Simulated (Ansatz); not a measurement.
# Sn (hcp type): how the settings move a single-point run

How sensitive is a single-point run of Sn (hcp type) to its settings? A reference run comes first, then one run with altered input.

Method: reference: DFT, PBEsol, PAW with Ansatz's default frozen-core files, scalar-relativistic, in Ansatz 0.2.0.

## (1) The structure to begin with

It takes space group P6_3/mmc (No. 194, hexagonal). The conventional cell has a = 3.368 Å, b = 3.368 Å, c = 5.345 Å, α = 90.00°, β = 90.00°, γ = 120.00°. Around Sn (site symmetry -6m2) lie 12 Sn at 3.31 to 3.37 Å.

As a file:

```cif
data_structure
_symmetry_space_group_name_H-M 'P 1'
_symmetry_Int_Tables_number 1
_cell_length_a 3.3682
_cell_length_b 3.3682
_cell_length_c 5.3447
_cell_angle_alpha 90.000
_cell_angle_beta 90.000
_cell_angle_gamma 120.000
_cell_volume 52.51
loop_
_atom_site_label
_atom_site_type_symbol
_atom_site_fract_x
_atom_site_fract_y
_atom_site_fract_z
_atom_site_occupancy
Sn1 Sn 0.33333 0.66667 0.25000 1
Sn2 Sn 0.66667 0.33333 0.75000 1
```

## (2) Reference

input.yaml reads:

```yaml
crystal:
  lattice:
    - [3.3682307965, 0.0, 0.0]
    - [-1.6841153983, 2.9169734356, 0.0]
    - [0.0, 0.0, 5.3447185802]
  atoms:
    - { symbol: Sn, position: [0.3333333333, 0.6666666667, 0.25] }
    - { symbol: Sn, position: [0.6666666667, 0.3333333333, 0.75] }
kpoints:
  mp_grid: { grid: [13, 13, 7] }
  band_path:
    path:
      - [0.0, 0.0, 0.0]
      - [0.5, 0.0, 0.0]
      - [0.3333333333, 0.3333333333, 0.0]
      - [0.0, 0.0, 0.0]
      - [0.0, 0.0, 0.5]
      - [0.5, 0.0, 0.5]
      - [0.3333333333, 0.3333333333, 0.5]
      - [0.0, 0.0, 0.5]
      - [0.5, 0.0, 0.5]
    npoints: 8
scf:
  occupations: { method: fermi_dirac, width: 0.1 }
hamiltonian:
  xc: pbesol
  pseudopotentials: { kind: paw }
output:
  forces: true
  stress: true
  eigenvalues: true
  populations: true
  dos: { projected: true, de: 0.2, e_range: [-14, 8] }
```

Run with:

```
$ ansatz run input.yaml --threads 1 --pin off --max-ram 2048MiB --backend cpu --events-out ev --progress --plain --runs-dir out
```

## (3) Changing settings: occupations.method gaussian, occupations.width 0.001

Edit input.yaml of step 2 so:

```diff
@@ -23,3 +23,3 @@
 scf:
-  occupations: { method: fermi_dirac, width: 0.1 }
+  occupations: { method: gaussian, width: 0.001 }
 hamiltonian:
@@ -32,2 +32 @@
   populations: true
-  dos: { projected: true, de: 0.2, e_range: [-14, 8] }
```

What does the calculation give? Wanted: for each run, ending; energy change; pressure; gap; force.

As calculated:

| run | ending | energy change | pressure (GPa) | gap (eV) | force (eV/Å) | cycles | time |
| --- | --- | --- | --- | --- | --- | --- | --- |
| reference | converged | 0 | 0.0 | 0.00 | 0.00 | 7 | 7 s |
| 1: occupations.method gaussian, occupations.width 0.001 | converged | +1.0 meV/atom (σ→0) | -0.1 | 0.00 | 0.00 | 7 | 7.4 s |

Times don't compare one to one where runs were asked for different outputs or read a saved state (see the inputs); cycles may leave out searches for a lower state.

Residual by cycle in the longest SCF loop of each run; runs are numbered as in the table. The quantity is the density residual dr2, in eV.

| cycle | reference | run 1 |
| --- | --- | --- |
| 1 | 0.00183 | 0.00181 |
| 2 | 7.1e-4 | 5.1e-4 |
| 3 | 1.2e-4 | 8.3e-5 |
| 4 | 2.9e-5 | 4.7e-5 |
| 5 | 9.2e-6 | 1.8e-5 |
| 6 | 6.4e-7 | 1.6e-6 |
| 7 | 1.6e-8 | 3.4e-8 |

What this shows: Changing the smearing moves the energy by +1.0 meV/atom (σ→0 values).
